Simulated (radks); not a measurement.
# Tc⁴⁺ in [Kr] 4d3: an all-electron calculation

The task here is to estimate one member of a computed series from the others.

Program: radks (a radial shooting solver on a logarithmic mesh, Libxc functionals) version 1. Level of theory: scalar-relativistic Kohn-Sham, exchange-only B88, spin-polarised, spherical densities, point nucleus; open shells are filled with parallel spins first. These are calculated values, not measurements, unless marked.

## The system

| Item | Value |
| --- | --- |
| element | technetium (Z = 43) |
| charge | +4 |
| electrons | 39 |
| configuration | [Kr] 4d3 |

Outer shells as boxes (Hund's rule):

Tc⁴⁺
```
[Kr] core
4d [↑ ][↑ ][↑ ][  ][  ]
```

The first run:

Settings of this run:

```text
Z 43
configuration [Kr] 4d3
relativity scalar-relativistic
functional b88,
spin polarised
nucleus point
c 137.035999084
```

On the command line:

```bash
python run_ks.py task.json out
```

This one command runs every case of the session in turn.

One of the session's tables, all rows but one given; the rest of the session is left out.

It belongs to the step «Shells». Radial moments (bohr):

| level | <r> | outermost maximum (interpolated) | 90 % within | nodes |
| --- | --- | --- | --- | --- |
| 1s down | 0.03428 | 0.0223 | 0.0614 | 0 |
| 1s up | 0.03428 | 0.0223 | 0.0614 | 0 |
| 2s up | 0.1496 | 0.126 | 0.231 | 1 |
| 2s down | 0.1496 | 0.126 | 0.231 | 1 |
| 2p up | 0.1304 | 0.101 | 0.212 | 0 |
| 2p down | 0.1303 | 0.101 | 0.212 | 0 |
| 3s up | 0.4154 | 0.372 | 0.613 | 2 |
| 3s down | 0.4154 | 0.372 | 0.613 | 2 |
| 3p up | 0.4164 | 0.366 | 0.629 | 1 |
| 3p down | 0.4163 | 0.366 | 0.628 | 1 |
| 3d up | 0.3989 | 0.311 | 0.636 | 0 |
| 3d down | 0.3987 | 0.311 | 0.636 | 0 |
| 4s up | ? | ? | ? | ? |
| 4s down | 1.040 | 0.942 | 1.51 | 3 |
| 4p up | 1.145 | 1.02 | 1.68 | 2 |
| 4p down | 1.139 | 1.01 | 1.67 | 2 |
| 4d up | 1.444 | 1.21 | 2.20 | 1 |
| 4d down | 1.450 | 1.20 | 2.22 | 1 |

**Question.** Estimate the row for 4s up.

The run gave: <r>: 1.046; outermost maximum (interpolated): 0.946; 90 % within: 1.51; nodes: 3. In the column «<r>» it lies between 4s down (1.040) and 4p down (1.139).

To keep in mind: Open shells are spherical and high-spin; term and fine-structure splittings are not resolved.
